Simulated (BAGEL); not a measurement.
# C2H9NSi (SMILES CN(C)[SiH3]): a chain of runs

Aim: a single-point energy (HF/def2-SV(P)), then a single-point energy (NEVPT2(2,2)/def2-SV(P)), then the energy (CASPT2(2,2)/def2-SV(P)) of C2H9NSi. 

The calculation is run with BAGEL 1.2.2.

1 further run of the same task is left out (set aside as unsound or not needed).

### Step 1. The molecule

C2H9NSi has 13 atoms, charge 0, and is taken as a singlet. As SMILES, `CN(C)[SiH3]`. The N2–C3 distance was set to 3.317 Å, away from the relaxed value. At this shape a bond of the SMILES string is far longer than usual.

Bond lengths: C1–N2 1.442 Å, N2–Si4 1.717 Å, C1–H5 1.101 Å, C1–H6 1.097 Å, C1–H7 1.092 Å, C3–H8 1.097 Å, C3–H9 1.101 Å, C3–H10 1.092 Å, Si4–H11 1.497 Å, Si4–H12 1.487 Å, Si4–H13 1.487 Å. Some angles: C1–N2–Si4 120.9°, N2–C1–H5 112.8°, N2–C1–H6 110.4°, N2–C1–H7 110.5°, N2–Si4–H11 115.3°, N2–Si4–H12 107.9°, N2–Si4–H13 107.9°, H5–C1–H6 107.4°, H5–C1–H7 107.9°, H6–C1–H7 107.7°.

### Step 2. A single-point energy at HF/def2-SV(P) (density fitting with svp-jkfit) (run 1)

Contents of hf.json:

```json
{ "bagel": [

{
  "title": "molecule",
  "basis": "def2-sv_p_.json",
  "df_basis": "svp-jkfit",
  "angstrom": true,
  "geometry": [
    { "atom": "C", "xyz": [   -2.571523,    0.433464,   -0.992251 ] },
    { "atom": "N", "xyz": [   -1.782423,   -0.516636,   -0.247951 ] },
    { "atom": "C", "xyz": [    1.257300,    0.576800,    0.503700 ] },
    { "atom": "Si", "xyz": [   -2.122523,   -2.198436,   -0.322951 ] },
    { "atom": "H", "xyz": [   -2.134223,    0.674464,   -1.973351 ] },
    { "atom": "H", "xyz": [   -2.665623,    1.373464,   -0.434251 ] },
    { "atom": "H", "xyz": [   -3.578823,    0.045664,   -1.160251 ] },
    { "atom": "H", "xyz": [    1.197400,    1.509100,    1.079000 ] },
    { "atom": "H", "xyz": [    1.870100,    0.778300,   -0.388400 ] },
    { "atom": "H", "xyz": [    1.787100,   -0.156700,    1.115700 ] },
    { "atom": "H", "xyz": [   -1.649423,   -2.893336,   -1.561951 ] },
    { "atom": "H", "xyz": [   -3.597823,   -2.370336,   -0.257851 ] },
    { "atom": "H", "xyz": [   -1.452523,   -2.852736,    0.831849 ] }
  ]
},
{ "title": "hf" },
{ "title": "print", "file": "orbitals.molden", "orbitals": true }

]}
```

The basis set def2-SV(P) is read from a file made from the Basis Set Exchange's data (not shown).

Run with:

```sh
$ BAGEL_NUM_THREADS=1 BAGEL hf.json > hf.out
```

The program printed:

```text
* using 1 threads per process

  ===============================================================
  ===============================================================

  *** Geometry ***

  { "atom" : "C", "xyz" : [     -4.859474,      0.819128,     -1.875083 ] },
  { "atom" : "N", "xyz" : [     -3.368291,     -0.976301,     -0.468559 ] },
  { "atom" : "C", "xyz" : [      2.375953,      1.089994,      0.951855 ] },
  { "atom" : "Si", "xyz" : [     -4.010987,     -4.154442,     -0.610289 ] },
  { "atom" : "H", "xyz" : [     -4.033097,      1.274552,     -3.729093 ] },
  { "atom" : "H", "xyz" : [     -5.037297,      2.595471,     -0.820615 ] },
[... 5 lines of this table left out ...]
  { "atom" : "H", "xyz" : [     -6.798900,     -4.479286,     -0.487268 ] },
  { "atom" : "H", "xyz" : [     -2.744871,     -5.390890,      1.571967 ] },

  Number of auxiliary basis functions:      517

  Since a DF basis is specified, we compute 2- and 3-index integrals:
    o Being stored without compression. Storage requirement is 0.025 GB

  Number of basis functions:       78
  Number of electrons      :       42

    * METHOD: MOLECULE                             0.27

  *** RHF ***

  === Nuclear Repulsion ===
   153.6386621113

      * DIIS with orbital gradients will be used.

  === RHF iteration (def2-sv_p_.json) ===
      0       -423.61057593          0.01948506           0.08
      1       -423.40897715          0.02854619           0.08
      2       -423.85045710          0.00464467           0.08
      3       -423.86565237          0.00167370           0.07
      4       -423.86780400          0.00054996           0.08
      5       -423.86818618          0.00027049           0.08
[... 12 lines of this table left out ...]
     18       -423.86841356          0.00000001           0.08
     19       -423.86841356          0.00000001           0.08
    * SCF iteration converged.

    * Permanent dipole moment:
           (   -1.206151,    -0.894355,    -0.068132) a.u.

    * METHOD: HF                                   1.70

    * METHOD: PRINT                                0.01

  ===============================================================
```

Wall time 2.1 s (1 thread of Arm Neoverse V1, shared host); peak memory 0.15 GiB.

### Step 3. A single-point energy at NEVPT2(2,2)/def2-SV(P) (density fitting with svp-jkfit) (run 2)

Contents of job.json:

```json
{ "bagel" : [

{
  "title" : "molecule",
  "basis" : "def2-sv_p_.json",
  "df_basis" : "svp-jkfit",
  "angstrom" : true,
  "geometry" : [
    { "atom" : "C", "xyz" : [   -2.571523,    0.433464,   -0.992251 ] },
    { "atom" : "N", "xyz" : [   -1.782423,   -0.516636,   -0.247951 ] },
    { "atom" : "C", "xyz" : [    1.257300,    0.576800,    0.503700 ] },
    { "atom" : "Si", "xyz" : [   -2.122523,   -2.198436,   -0.322951 ] },
    { "atom" : "H", "xyz" : [   -2.134223,    0.674464,   -1.973351 ] },
    { "atom" : "H", "xyz" : [   -2.665623,    1.373464,   -0.434251 ] },
    { "atom" : "H", "xyz" : [   -3.578823,    0.045664,   -1.160251 ] },
    { "atom" : "H", "xyz" : [    1.197400,    1.509100,    1.079000 ] },
    { "atom" : "H", "xyz" : [    1.870100,    0.778300,   -0.388400 ] },
    { "atom" : "H", "xyz" : [    1.787100,   -0.156700,    1.115700 ] },
    { "atom" : "H", "xyz" : [   -1.649423,   -2.893336,   -1.561951 ] },
    { "atom" : "H", "xyz" : [   -3.597823,   -2.370336,   -0.257851 ] },
    { "atom" : "H", "xyz" : [   -1.452523,   -2.852736,    0.831849 ] }
  ]
},
{ "title" : "hf" },
{ "title" : "casscf", "nstate" : 1, "nact" : 2, "nclosed" : 20, "active" : [21, 22], "maxiter" : 200, "natocc" : true },
{ "title" : "nevpt2", "nstate" : 1, "nact" : 2, "nclosed" : 20, "active" : [21, 22], "maxiter" : 200, "natocc" : true, "ncore" : 8 },
{ "title" : "print", "file" : "orbitals.molden", "orbitals" : true }

]}
```

The basis set def2-SV(P) is read from a file made from the Basis Set Exchange's data (not shown).

Run with:

```sh
$ BAGEL_NUM_THREADS=1 BAGEL job.json > job.out
```

The program printed:

```text
* using 1 threads per process

  ===============================================================
  ===============================================================

  *** Geometry ***

  { "atom" : "C", "xyz" : [     -4.859474,      0.819128,     -1.875083 ] },
  { "atom" : "N", "xyz" : [     -3.368291,     -0.976301,     -0.468559 ] },
  { "atom" : "C", "xyz" : [      2.375953,      1.089994,      0.951855 ] },
[... 9 lines of this table left out ...]
  { "atom" : "H", "xyz" : [     -2.744871,     -5.390890,      1.571967 ] },

  Number of auxiliary basis functions:      517

  Since a DF basis is specified, we compute 2- and 3-index integrals:
    o Being stored without compression. Storage requirement is 0.025 GB

[... 18 lines left out ...]
    * SCF iteration converged.
[... 1 line left out ...]
    * Permanent dipole moment:
[... 27 lines left out ...]
    * Second-order optimization converged. *
[... 1 line left out ...]
     guess   0:   closed 1.                   open ..

  === FCI iteration ===

      0  0      -423.82974461     1.08e-01      0.00
      1  0      -424.01759193     1.87e-02      0.00
      2  0 *    -424.02097067     5.05e-16      0.00

     * ci vector, state   0, <S^2> = 0.0000
       2.     0.7456529575
       .2    -0.6663345008

    * METHOD: CASSCF                               5.62

    * freezing 8 orbitals

  === DF-NEVPT2 calculation ===

    * 3-index integral transformation done
    * assembly done

      NEVPT2 correlation energy:   -0.4468139543      0.17

          (+0)     -0.3554541333
          (+0)'    -0.0131528391
          (+1)     -0.0167376010
          (+1)'    -0.0000000000
          (+2)     -0.0000320640
          (-1)     -0.0613456068
          (-1)'     0.0000000000
          (-2)     -0.0000917101

      NEVPT2 total energy:       -424.4677846249

    * METHOD: NEVPT2                               0.32

    * METHOD: PRINT                                0.01

  ===============================================================
```

Wall time 8.1 s (1 thread of Arm Neoverse V1, shared host); peak memory 0.15 GiB.

### Step 4. A single-point energy at CASPT2(2,2)/def2-SV(P) (density fitting with svp-jkfit) (run 3)

Contents of input.json:

```json
{ "bagel": [

{
  "title": "molecule",
  "basis": "def2-sv_p_.json",
  "df_basis": "svp-jkfit",
  "angstrom": true,
  "geometry": [
    { "atom": "C", "xyz": [      -2.571523,       0.433464,      -0.992251 ] },
    { "atom": "N", "xyz": [      -1.782423,      -0.516636,      -0.247951 ] },
    { "atom": "C", "xyz": [       1.257300,       0.576800,       0.503700 ] },
    { "atom": "Si", "xyz": [      -2.122523,      -2.198436,      -0.322951 ] },
    { "atom": "H", "xyz": [      -2.134223,       0.674464,      -1.973351 ] },
    { "atom": "H", "xyz": [      -2.665623,       1.373464,      -0.434251 ] },
    { "atom": "H", "xyz": [      -3.578823,       0.045664,      -1.160251 ] },
    { "atom": "H", "xyz": [       1.197400,       1.509100,       1.079000 ] },
    { "atom": "H", "xyz": [       1.870100,       0.778300,      -0.388400 ] },
    { "atom": "H", "xyz": [       1.787100,      -0.156700,       1.115700 ] },
    { "atom": "H", "xyz": [      -1.649423,      -2.893336,      -1.561951 ] },
    { "atom": "H", "xyz": [      -3.597823,      -2.370336,      -0.257851 ] },
    { "atom": "H", "xyz": [      -1.452523,      -2.852736,       0.831849 ] }
  ]
},

{
  "title": "hf"
},

{
  "title": "casscf",
  "nstate": 1,
  "nact": 2,
  "nclosed": 20,
  "active": [21, 22],
  "maxiter": 200,
  "natocc": true
},

{
  "title": "print",
  "file": "orbitals.molden",
  "orbitals": true
},

{
  "title": "smith",
  "method": "caspt2",
  "ms": true,
  "xms": true,
  "sssr": true,
  "shift": 0.2,
  "shift_imag": true,
  "ncore": 8
}

]}
```

The basis set def2-SV(P) is read from a file made from the Basis Set Exchange's data (not shown).

Run with:

```sh
$ BAGEL_NUM_THREADS=1 BAGEL input.json > input.out
```

The program printed:

```text
* using 1 threads per process

  ===============================================================
  ===============================================================

  *** Geometry ***

  { "atom" : "C", "xyz" : [     -4.859474,      0.819128,     -1.875083 ] },
  { "atom" : "N", "xyz" : [     -3.368291,     -0.976301,     -0.468559 ] },
  { "atom" : "C", "xyz" : [      2.375953,      1.089994,      0.951855 ] },
[... 9 lines of this table left out ...]
  { "atom" : "H", "xyz" : [     -2.744871,     -5.390890,      1.571967 ] },

  Number of auxiliary basis functions:      517

  Since a DF basis is specified, we compute 2- and 3-index integrals:
    o Being stored without compression. Storage requirement is 0.025 GB

[... 18 lines left out ...]
    * SCF iteration converged.
[... 1 line left out ...]
    * Permanent dipole moment:
[... 27 lines left out ...]
    * Second-order optimization converged. *
[... 9 lines left out ...]
     * ci vector, state   0, <S^2> = 0.0000
[... 16 lines left out ...]
    * Zeroth order energy : state  0       -0.2985571321
[... 4 lines left out ...]
       #      aibj      arbs      arbi      airj      risj      airs      arst      rist         Etot      error   time
[... 2 lines left out ...]
       0  -0.35358  -0.00013  -0.06755  -0.01881  -0.00005  -0.01301  -0.00000  -0.00000   -0.4531252  0.0005891   0.09
       1  -0.35360  -0.00013  -0.06763  -0.01881  -0.00005  -0.01309  -0.00000  -0.00000   -0.4533175  0.0000649   0.08
       2  -0.35360  -0.00013  -0.06763  -0.01881  -0.00005  -0.01309  -0.00000  -0.00000   -0.4533202  0.0000085   0.08
       3  -0.35360  -0.00013  -0.06763  -0.01881  -0.00005  -0.01309  -0.00000  -0.00000   -0.4533202  0.0000012   0.08
       4  -0.35360  -0.00013  -0.06763  -0.01881  -0.00005  -0.01309   0.00000  -0.00000   -0.4533202  0.0000001   0.08

      ------------------------------------------------------------------------------------------------------------------

    * CASPT2 energy : state  0     -424.4770528153
        w/o shift correction       -424.4742909031
        reference weight              0.8590780727

    * METHOD: SMITH                                0.67

  ===============================================================
```

It took 9 s on 1 thread of Arm Neoverse V1, shared host; peak memory 0.17 GiB.

### Step 5. Summary of results

```
                                   quantity          value
         run 1, HF/def2-SV(P): total energy  -423.86841 Eh
        run 1, HF/def2-SV(P): dipole moment         3.82 D
          run 1, HF/def2-SV(P): HOMO energy       -7.48 eV
          run 1, HF/def2-SV(P): LUMO energy       -1.52 eV
        run 1, HF/def2-SV(P): HOMO–LUMO gap        5.96 eV
run 2, NEVPT2(2,2)/def2-SV(P): total energy  -424.46778 Eh
run 3, CASPT2(2,2)/def2-SV(P): total energy  -424.47705 Eh
```

One bond (run 1, HF/def2-SV(P)) is far stretched, which a spin-restricted single reference describes badly; a broken-symmetry solution may lie lower.
